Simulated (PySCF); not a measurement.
# CH8B2SSi: electronic excitations at several levels of theory

How much do the electronic excitations of CH8B2SSi (`BCBS[SiH3]`) depend on the level of theory, and what does each level cost?

Computed with PySCF 2.14.0, with density-fitted response routines of our own, on a single molecule in the gas phase. Atoms are numbered from 0 throughout.

## 1. The starting structure

13 atoms, charge 0, multiplicity 1; geometry from: GFN2-xTB. The atoms were then displaced at random by about 0.01 Å, so the start is not that level's minimum.

Bonds of the start (Å): B0–C1 1.54, C1–B2 1.59, B2–S3 1.82, S3–Si4 2.14, B0–H5 1.20, B0–H6 1.18, C1–H7 1.07, C1–H8 1.11, B2–H9 1.15, Si4–H10 1.47, Si4–H11 1.46, Si4–H12 1.48.

## 2. Geometry optimisation at PBE0-D3(BJ)/def2-SVP

Job settings and geometry (Å):

```
{"job": {"xc": "PBE0", "basis": "def2-SVP", "d3": "d3bj", "grid": 1, "shake": 0.01, "kind": "geom"}, "charge": 0, "multiplicity": 1}
B     -1.621070     1.109260     0.264040
C     -1.183420    -0.362050     0.318280
B     -0.615550    -0.672920    -1.129010
S      1.154860    -0.630420    -1.531650
Si     2.236530    -0.164750     0.253560
H     -2.683610     1.410170    -0.207580
H     -0.928700     1.989640     0.636160
H     -2.011600    -1.014990     0.481380
H     -0.437100    -0.527110     1.119450
H     -1.313170    -0.929510    -2.001080
H      2.034540    -1.237670     1.239500
H      3.608960    -0.122940    -0.230310
H      1.765160     1.136400     0.776940
```

Launch:

```bash
OMP_NUM_THREADS=1 python probes_run.py task.json out
```

The driver reads the jobs from task.json and runs them one after another.

What it wrote:

```text
step   0  E = -779.65611578  max force = 0.035359
step   1  E = -779.66177964  max force = 0.007448
step   2  E = -779.66206591  max force = 0.002006
step   3  E = -779.66213376  max force = 0.001114
step   4  E = -779.66218400  max force = 0.001917
step   5  E = -779.66224837  max force = 0.001518
step   6  E = -779.66232674  max force = 0.001329
step   7  E = -779.66235302  max force = 0.000826
step   8  E = -779.66236544  max force = 0.000383
optimisation converged
```

It took 43 s on 1 thread of Arm Neoverse V1, shared host; peak memory 0.52 GiB.

Relaxation path:

```
step  energy from step 0 (eV)  largest force component (eV/Å)
   0                   0.0000                          1.8182
   1                  -0.1541                          0.3830
   2                  -0.1619                          0.1032
   3                  -0.1638                          0.0573
   4                  -0.1651                          0.0986
   5                  -0.1669                          0.0781
   6                  -0.1690                          0.0683
   7                  -0.1697                          0.0425
   8                  -0.1701                          0.0197
```

Distances of close pairs at the start and the end, largest changes first:

```
   bond  before (Å)  after (Å)  change (Å)
  B2–H9       1.146      1.208      +0.062
  C1–H7       1.067      1.105      +0.037
Si4–H11       1.456      1.490      +0.034
  B0–H6       1.180      1.210      +0.030
 S3–Si4       2.139      2.167      +0.028
Si4–H10       1.471      1.492      +0.021
  B2–S3       1.816      1.795      -0.021
  B0–C1       1.536      1.555      +0.019
```

The final coordinates are the input of the step that follows.

```
                         at the end point                value
  point group (found at 0.08 Å tolerance)                   C1
rotational constants (GHz, main isotopes)  4.409, 1.967, 1.530
                        dipole moment (D)                 1.53
```

## 3. TDDFT and polarisability: PBE0/def2-SVP

Job settings and geometry (Å):

```
{"job": {"kind": "uv", "xc": "PBE0", "basis": "def2-SVP"}, "charge": 0, "multiplicity": 1}
B     -1.720508     0.959192     0.349396
C     -1.092526    -0.463245     0.388446
B     -0.578747    -0.675129    -1.079686
S      1.111031    -0.496299    -1.659469
Si     2.236588     0.006341     0.122213
H     -2.781829     1.143696    -0.200967
H     -1.138452     1.909139     0.820853
H     -1.898058    -1.208403     0.514960
H     -0.311678    -0.579651     1.154007
H     -1.349537    -0.945464    -1.969546
H      2.225416    -1.128295     1.091229
H      3.629801     0.257954    -0.341062
H      1.685635     1.228909     0.773626
```

Method: TDDFT PBE0/def2-SVP, vertical, gas phase, core orbitals frozen in the response.

What it wrote:

```text
coarse grid: 11472 points
cycle   1  E = -779.5363935170  dE =  6.563e-02  |g| = 3.138e-01  |ddm| = 3.403e+00
cycle   2  E = -779.5368536112  dE = -4.601e-04  |g| = 3.167e-01  |ddm| = 7.481e-01
cycle   3  E = -779.5656916162  dE = -2.884e-02  |g| = 2.815e-02  |ddm| = 3.859e-01
cycle   4  E = -779.5658309918  dE = -1.394e-04  |g| = 1.934e-02  |ddm| = 5.805e-02
cycle   5  E = -779.5659540777  dE = -1.231e-04  |g| = 2.243e-03  |ddm| = 2.745e-02
cycle   6  E = -779.5659557919  dE = -1.714e-06  |g| = 5.603e-04  |ddm| = 3.897e-03
final grid: 100272 points
cycle   7  E = -779.6514180829  dE = -1.962e-05  |g| = 6.724e-03  |ddm| = 2.763e-02
cycle   8  E = -779.6514067838  dE =  1.130e-05  |g| = 9.030e-03  |ddm| = 1.779e-02
cycle   9  E = -779.6514313001  dE = -2.452e-05  |g| = 4.795e-04  |ddm| = 1.086e-02
cycle  10  E = -779.6514313770  dE = -7.693e-08  |g| = 1.515e-04  |ddm| = 7.890e-04
cycle  11  E = -779.6514313840  dE = -7.007e-09  |g| = 2.594e-05  |ddm| = 2.010e-04
cycle  12  E = -779.6514313843  dE = -2.474e-10  |g| = 6.467e-06  |ddm| = 4.689e-05
converged SCF energy = -779.6514313843

Static polarisability (au): isotropic 78.449, principal 61.736 74.444 99.168

Singlet excitations
state   eV       nm        f      main configurations
  1   5.0997    243.1   0.09881   H->L 0.80, H-1->L 0.13
  2   5.2367    236.8   0.00536   H-1->L 0.83, H->L 0.14
  3   5.4525    227.4   0.00176   H-2->L 0.89
  4   5.9755    207.5   0.00368   H-3->L 0.84
  5   6.2905    197.1   0.00677   H-4->L 0.83
  6   6.7367    184.0   0.03026   H->L+1 0.81, H->L+2 0.14
  7   6.9778    177.7   0.00115   H->L+2 0.55, H-1->L+1 0.34
  8   7.1155    174.2   0.05638   H-1->L+1 0.54, H->L+2 0.27, H->L+1 0.12
  9   7.2616    170.7   0.00400   H-5->L 0.74
 10   7.4421    166.6   0.00698   H-6->L 0.55, H-7->L 0.17, H-5->L 0.17

Triplet excitations (Tamm-Dancoff, eV): 4.2725 4.6913 4.8538 5.4970
```

Run time: 9.8 s. Hardware: 1 thread of Arm Neoverse V1, shared host; peak memory 0.61 GiB.

The orbitals next to the gap, with their largest atomic shares:

```
orbital     eV                       atoms
 HOMO−3  -9.44   B2 20 %, S3 19 %, B0 13 %
 HOMO−2  -9.05   B0 25 %, H5 15 %, H6 14 %
 HOMO−1  -8.50   S3 49 %, C1 14 %, B2 11 %
   HOMO  -8.02   S3 69 %, B2 11 %, H10 5 %
   LUMO  -1.97    B0 49 %, B2 30 %, S3 8 %
 LUMO+1  -0.10  B2 38 %, B0 34 %, Si4 12 %
 LUMO+2   0.42   Si4 60 %, S3 24 %, B2 4 %
```

With each of the 10 states as a Gaussian band of 0.4 eV half-width at 1/e, the curve within the window shown has maxima at 243 nm (ε 4,200), 176 nm (ε 3,200) L/(mol cm). Beyond the last state computed it falls off for lack of states. The curve at chosen wavelengths:

```json
{"nm": "160", "ε (L/mol/cm)": "399"}
{"nm": "165", "ε (L/mol/cm)": "1297"}
{"nm": "169", "ε (L/mol/cm)": "2288"}
{"nm": "174", "ε (L/mol/cm)": "3108"}
{"nm": "178", "ε (L/mol/cm)": "3081"}
{"nm": "183", "ε (L/mol/cm)": "2455"}
{"nm": "188", "ε (L/mol/cm)": "1678"}
{"nm": "192", "ε (L/mol/cm)": "1167"}
{"nm": "197", "ε (L/mol/cm)": "741"}
{"nm": "201", "ε (L/mol/cm)": "541"}
{"nm": "206", "ε (L/mol/cm)": "402"}
{"nm": "211", "ε (L/mol/cm)": "380"}
{"nm": "215", "ε (L/mol/cm)": "497"}
{"nm": "220", "ε (L/mol/cm)": "911"}
{"nm": "224", "ε (L/mol/cm)": "1493"}
{"nm": "229", "ε (L/mol/cm)": "2458"}
{"nm": "234", "ε (L/mol/cm)": "3433"}
{"nm": "238", "ε (L/mol/cm)": "3995"}
{"nm": "243", "ε (L/mol/cm)": "4228"}
{"nm": "247", "ε (L/mol/cm)": "4015"}
{"nm": "252", "ε (L/mol/cm)": "3376"}
{"nm": "257", "ε (L/mol/cm)": "2547"}
{"nm": "261", "ε (L/mol/cm)": "1897"}
{"nm": "266", "ε (L/mol/cm)": "1214"}
{"nm": "270", "ε (L/mol/cm)": "803"}
{"nm": "275", "ε (L/mol/cm)": "451"}
```

Ground-state properties from the same run:

```
           property  computed
  dipole moment (D)      1.53
polarisability (Å³)     11.63
 HOMO–LUMO gap (eV)      6.05
      −ε(HOMO) (eV)      8.02
```

## 4. Ultraviolet spectrum: PBE0/def2-TZVP

The job, as its differences from that of step 3:

```diff
@@ -1,2 +1,2 @@
-{"job": {"kind": "uv", "xc": "PBE0", "basis": "def2-SVP"}, "charge": 0, "multiplicity": 1}
+{"job": {"kind": "uv", "xc": "PBE0", "basis": "def2-TZVP"}, "charge": 0, "multiplicity": 1}
 B     -1.720508     0.959192     0.349396
```

Method: TDDFT PBE0/def2-TZVP, vertical, gas phase, core orbitals frozen in the response.

What it wrote:

```text
coarse grid: 11472 points
cycle   1  E = -779.9579714683  dE =  8.658e-02  |g| = 3.492e-01  |ddm| = 2.525e+00
cycle   2  E = -779.9553506776  dE =  2.621e-03  |g| = 3.617e-01  |ddm| = 5.953e-01
cycle   3  E = -779.9901945973  dE = -3.484e-02  |g| = 4.025e-02  |ddm| = 3.139e-01
cycle   4  E = -779.9904707208  dE = -2.761e-04  |g| = 2.660e-02  |ddm| = 4.837e-02
cycle   5  E = -779.9906846521  dE = -2.139e-04  |g| = 3.486e-03  |ddm| = 2.248e-02
cycle   6  E = -779.9906874086  dE = -2.757e-06  |g| = 7.079e-04  |ddm| = 2.952e-03
final grid: 100272 points
cycle   7  E = -779.9855692531  dE = -4.139e-05  |g| = 7.958e-03  |ddm| = 4.985e-02
cycle   8  E = -779.9855557705  dE =  1.348e-05  |g| = 1.016e-02  |ddm| = 1.273e-02
cycle   9  E = -779.9855833738  dE = -2.760e-05  |g| = 9.411e-04  |ddm| = 7.931e-03
cycle  10  E = -779.9855836404  dE = -2.666e-07  |g| = 2.705e-04  |ddm| = 8.323e-04
cycle  11  E = -779.9855836609  dE = -2.055e-08  |g| = 5.266e-05  |ddm| = 2.221e-04
cycle  12  E = -779.9855836617  dE = -7.574e-10  |g| = 1.605e-05  |ddm| = 5.657e-05
converged SCF energy = -779.9855836617

Static polarisability (au): isotropic 87.360, principal 70.500 84.534 107.047

Singlet excitations
state   eV       nm        f      main configurations
  1   5.0366    246.2   0.09722   H->L 0.81, H-1->L 0.14
  2   5.1712    239.8   0.00573   H-1->L 0.83, H->L 0.14
  3   5.4332    228.2   0.00165   H-2->L 0.89
  4   5.9106    209.8   0.00314   H-3->L 0.83
  5   6.2341    198.9   0.00564   H-4->L 0.81
  6   6.5194    190.2   0.02868   H->L+1 0.79, H->L+2 0.17
  7   6.7753    183.0   0.00269   H->L+2 0.63, H-1->L+1 0.20, H->L+1 0.09
  8   6.9249    179.0   0.05164   H-1->L+1 0.67, H->L+2 0.15
  9   7.1655    173.0   0.00440   H-5->L 0.69, H-6->L 0.09, H-2->L+1 0.08
 10   7.3271    169.2   0.00506   H-6->L 0.42, H-5->L 0.23, H-2->L+1 0.16

Triplet excitations (Tamm-Dancoff, eV): 4.2141 4.6325 4.8475 5.4277
```

It took 24 s on 1 thread of Arm Neoverse V1, shared host; peak memory 0.92 GiB.

This run: HOMO -8.05 eV, LUMO -2.04 eV; lowest singlet 5.04 eV.

## 5. Excited states and response: PBE0/aug-cc-pVDZ

The job, as its differences from that of step 4:

```diff
@@ -1,2 +1,2 @@
-{"job": {"kind": "uv", "xc": "PBE0", "basis": "def2-TZVP"}, "charge": 0, "multiplicity": 1}
+{"job": {"kind": "uv", "xc": "PBE0", "basis": "aug-cc-pVDZ"}, "charge": 0, "multiplicity": 1}
 B     -1.720508     0.959192     0.349396
```

Level: TDDFT PBE0/aug-cc-pVDZ, vertical, gas phase, core orbitals frozen in the response.

What it wrote:

```text
coarse grid: 11472 points
cycle   1  E = -779.8961865872  dE =  1.322e-01  |g| = 3.262e-01  |ddm| = 8.824e+00
cycle   2  E = -779.8945172181  dE =  1.669e-03  |g| = 3.370e-01  |ddm| = 1.809e+00
cycle   3  E = -779.9272413614  dE = -3.272e-02  |g| = 3.114e-02  |ddm| = 7.547e-01
cycle   4  E = -779.9274140117  dE = -1.727e-04  |g| = 2.151e-02  |ddm| = 1.164e-01
cycle   5  E = -779.9275685506  dE = -1.545e-04  |g| = 2.450e-03  |ddm| = 5.113e-02
cycle   6  E = -779.9275706481  dE = -2.097e-06  |g| = 5.602e-04  |ddm| = 9.193e-03
final grid: 100272 points
cycle   7  E = -779.9435085931  dE = -2.491e-05  |g| = 6.916e-03  |ddm| = 1.905e-01
cycle   8  E = -779.9434956162  dE =  1.298e-05  |g| = 9.483e-03  |ddm| = 3.578e-02
cycle   9  E = -779.9435227094  dE = -2.709e-05  |g| = 5.424e-04  |ddm| = 1.914e-02
cycle  10  E = -779.9435228097  dE = -1.002e-07  |g| = 1.783e-04  |ddm| = 1.632e-03
cycle  11  E = -779.9435228193  dE = -9.619e-09  |g| = 3.742e-05  |ddm| = 5.475e-04
cycle  12  E = -779.9435228198  dE = -4.932e-10  |g| = 9.579e-06  |ddm| = 1.640e-04
converged SCF energy = -779.9435228198

Static polarisability (au): isotropic 91.718, principal 75.041 89.514 110.598

Singlet excitations
state   eV       nm        f      main configurations
  1   5.0260    246.7   0.09994   H->L 0.84, H-1->L 0.10
  2   5.1832    239.2   0.00388   H-1->L 0.86, H->L 0.11
  3   5.4191    228.8   0.00181   H-2->L 0.89
  4   5.9194    209.5   0.00292   H-3->L 0.83
  5   6.2356    198.8   0.00531   H-4->L 0.82
  6   6.4218    193.1   0.03111   H->L+1 0.84
  7   6.6830    185.5   0.01091   H->L+2 0.69, H-1->L+1 0.10
  8   6.8702    180.5   0.04480   H-1->L+1 0.68, H->L+2 0.12, H-1->L+2 0.09
  9   7.0123    176.8   0.00846   H->L+3 0.79
 10   7.1736    172.8   0.00398   H-5->L 0.67, H-2->L+1 0.10, H-6->L 0.08

Triplet excitations (Tamm-Dancoff, eV): 4.2224 4.6441 4.8287 5.4452
```

Run time: 22 s. Hardware: 1 thread of Arm Neoverse V1, shared host; peak memory 0.84 GiB.

In short: HOMO -8.03 eV, LUMO -2.04 eV; lowest singlet 5.03 eV.

## 6. Excited states and response: PBE0/def2-TZVPD

The job, as its differences from that of step 5:

```diff
@@ -1,2 +1,2 @@
-{"job": {"kind": "uv", "xc": "PBE0", "basis": "aug-cc-pVDZ"}, "charge": 0, "multiplicity": 1}
+{"job": {"kind": "uv", "xc": "PBE0", "basis": "def2-TZVPD"}, "charge": 0, "multiplicity": 1}
 B     -1.720508     0.959192     0.349396
```

Level: TDDFT PBE0/def2-TZVPD, vertical, gas phase, core orbitals frozen in the response.

What it wrote:

```text
coarse grid: 11472 points
cycle   1  E = -779.9586863240  dE =  8.688e-02  |g| = 3.494e-01  |ddm| = 2.706e+00
cycle   2  E = -779.9559380272  dE =  2.748e-03  |g| = 3.623e-01  |ddm| = 7.846e-01
cycle   3  E = -779.9909073471  dE = -3.497e-02  |g| = 4.055e-02  |ddm| = 3.423e-01
cycle   4  E = -779.9911900431  dE = -2.827e-04  |g| = 2.657e-02  |ddm| = 5.496e-02
cycle   5  E = -779.9914034820  dE = -2.134e-04  |g| = 3.576e-03  |ddm| = 2.487e-02
cycle   6  E = -779.9914063896  dE = -2.908e-06  |g| = 7.085e-04  |ddm| = 4.987e-03
final grid: 100272 points
cycle   7  E = -779.9862840761  dE = -4.610e-05  |g| = 7.959e-03  |ddm| = 1.491e-01
cycle   8  E = -779.9862705591  dE =  1.352e-05  |g| = 1.017e-02  |ddm| = 1.687e-02
cycle   9  E = -779.9862982423  dE = -2.768e-05  |g| = 9.448e-04  |ddm| = 9.043e-03
cycle  10  E = -779.9862985107  dE = -2.684e-07  |g| = 2.768e-04  |ddm| = 9.833e-04
cycle  11  E = -779.9862985321  dE = -2.144e-08  |g| = 5.752e-05  |ddm| = 3.166e-04
cycle  12  E = -779.9862985331  dE = -9.045e-10  |g| = 1.665e-05  |ddm| = 1.102e-04
converged SCF energy = -779.9862985331

Static polarisability (au): isotropic 91.513, principal 74.806 89.380 110.353

Singlet excitations
state   eV       nm        f      main configurations
  1   5.0236    246.8   0.09844   H->L 0.81, H-1->L 0.13
  2   5.1605    240.3   0.00549   H-1->L 0.83, H->L 0.14
  3   5.4244    228.6   0.00169   H-2->L 0.89
  4   5.9005    210.1   0.00295   H-3->L 0.83
  5   6.2238    199.2   0.00551   H-4->L 0.81
  6   6.4217    193.1   0.02877   H->L+1 0.81, H->L+2 0.13
  7   6.6852    185.5   0.00619   H->L+2 0.68, H-1->L+1 0.14, H->L+1 0.10
  8   6.8550    180.9   0.04703   H-1->L+1 0.71, H->L+2 0.11
  9   7.0805    175.1   0.00587   H->L+3 0.84, H->L+4 0.09
 10   7.1476    173.5   0.00323   H-5->L 0.64, H-2->L+1 0.09, H-6->L 0.09

Triplet excitations (Tamm-Dancoff, eV): 4.2066 4.6245 4.8361 5.4147
```

It took 35 s on 1 thread of Arm Neoverse V1, shared host; peak memory 1.1 GiB.

Key values: HOMO -8.06 eV, LUMO -2.06 eV; lowest singlet 5.02 eV.

## 7. Excited states and response: PBE0/6-31+G*

The job, as its differences from that of step 6:

```diff
@@ -1,2 +1,2 @@
-{"job": {"kind": "uv", "xc": "PBE0", "basis": "def2-TZVPD"}, "charge": 0, "multiplicity": 1}
+{"job": {"kind": "uv", "xc": "PBE0", "basis": "6-31+G*"}, "charge": 0, "multiplicity": 1}
 B     -1.720508     0.959192     0.349396
```

Method: TDDFT PBE0/6-31+G*, vertical, gas phase, core orbitals frozen in the response.

What it wrote:

```text
coarse grid: 11472 points
cycle   1  E = -779.9182574965  dE =  1.123e-01  |g| = 3.283e-01  |ddm| = 3.152e+00
cycle   2  E = -779.9175302046  dE =  7.273e-04  |g| = 3.358e-01  |ddm| = 1.263e+00
cycle   3  E = -779.9504838915  dE = -3.295e-02  |g| = 2.772e-02  |ddm| = 7.128e-01
cycle   4  E = -779.9506157763  dE = -1.319e-04  |g| = 1.914e-02  |ddm| = 7.432e-02
cycle   5  E = -779.9507386451  dE = -1.229e-04  |g| = 2.361e-03  |ddm| = 3.495e-02
cycle   6  E = -779.9507405017  dE = -1.857e-06  |g| = 6.523e-04  |ddm| = 4.942e-03
final grid: 100272 points
cycle   7  E = -779.8954777758  dE = -1.520e-05  |g| = 7.028e-03  |ddm| = 4.194e-02
cycle   8  E = -779.8954647281  dE =  1.305e-05  |g| = 9.575e-03  |ddm| = 2.451e-02
cycle   9  E = -779.8954927966  dE = -2.807e-05  |g| = 4.554e-04  |ddm| = 1.546e-02
cycle  10  E = -779.8954928646  dE = -6.802e-08  |g| = 1.388e-04  |ddm| = 1.019e-03
cycle  11  E = -779.8954928704  dE = -5.811e-09  |g| = 2.700e-05  |ddm| = 2.345e-04
cycle  12  E = -779.8954928707  dE = -2.549e-10  |g| = 6.617e-06  |ddm| = 6.298e-05
converged SCF energy = -779.8954928707

Static polarisability (au): isotropic 83.283, principal 66.790 80.139 102.919

Singlet excitations
state   eV       nm        f      main configurations
  1   5.0882    243.7   0.10597   H->L 0.82, H-1->L 0.12
  2   5.2467    236.3   0.00481   H-1->L 0.84, H->L 0.13
  3   5.5067    225.2   0.00108   H-2->L 0.89
  4   6.0009    206.6   0.00319   H-3->L 0.83
  5   6.2958    196.9   0.00572   H-4->L 0.83
  6   6.4631    191.8   0.02782   H->L+1 0.83, H->L+2 0.10
  7   6.7692    183.2   0.01072   H->L+2 0.69, H-1->L+1 0.14, H->L+1 0.09
  8   6.9607    178.1   0.06245   H-1->L+1 0.64, H->L+2 0.14, H-1->L+2 0.10
  9   7.1276    173.9   0.00612   H->L+3 0.89
 10   7.3231    169.3   0.00979   H-5->L 0.55, H-2->L+1 0.15

Triplet excitations (Tamm-Dancoff, eV): 4.2922 4.6960 4.9467 5.5475
```

Wall time 10 s (1 thread of Arm Neoverse V1, shared host); peak memory 0.63 GiB.

This run: HOMO -8.04 eV, LUMO -2.00 eV; lowest singlet 5.09 eV.

## 8. Comparing the runs: electronic excitations

Excitations and ground-state properties, with basis size and wall time:

```
             run  lowest singlet (eV)  brightest (eV)      f  gap (eV)  α (Å³)  μ (D)  functions   time
   PBE0/def2-SVP                 5.10            5.10  0.099      6.05   11.63   1.53        118  9.8 s
  PBE0/def2-TZVP                 5.04            5.04  0.097      6.01   12.95   1.39        215   24 s
PBE0/aug-cc-pVDZ                 5.03            5.03  0.100      5.99   13.59   1.46        195   22 s
 PBE0/def2-TZVPD                 5.02            5.02  0.098      6.00   13.56   1.40        272   35 s
    PBE0/6-31+G*                 5.09            5.09  0.106      6.04   12.34   1.64        114   10 s
```

## 9. Outcome

| quantity | value |
| --- | --- |
| point group | C1 |
| rotational constants (main isotopes) | 4.41, 1.97, 1.53 GHz |
| lowest singlet (PBE0/def2-SVP) | 5.10 eV (243 nm), f = 0.099 |
| lowest triplet | 4.27 eV |
| range of the lowest singlet | 5.02 to 5.10 eV |

What this shows: Single values in the summary come from the first run of each kind that ended normally (PBE0/def2-SVP), which need not be the best level. Relaxing lowered the energy by 0.170 eV in 8 steps; the close pair that moved most is B2–H9, from 1.146 to 1.208 Å. No frequency check was run at this level, so the end point may be a saddle. The first singlet state (HOMO→LUMO 0.80, HOMO−1→LUMO 0.13) lies at 5.10 eV and is bright. The lowest triplet lies 0.83 eV below the lowest singlet (triplets in Tamm-Dancoff, singlets in full TDDFT). The lowest singlet runs from 5.02 eV (PBE0/def2-TZVPD) to 5.10 eV (PBE0/def2-SVP), while the orbital gap spans 5.99 to 6.05 eV. The lowest state need not be the same one in every run.
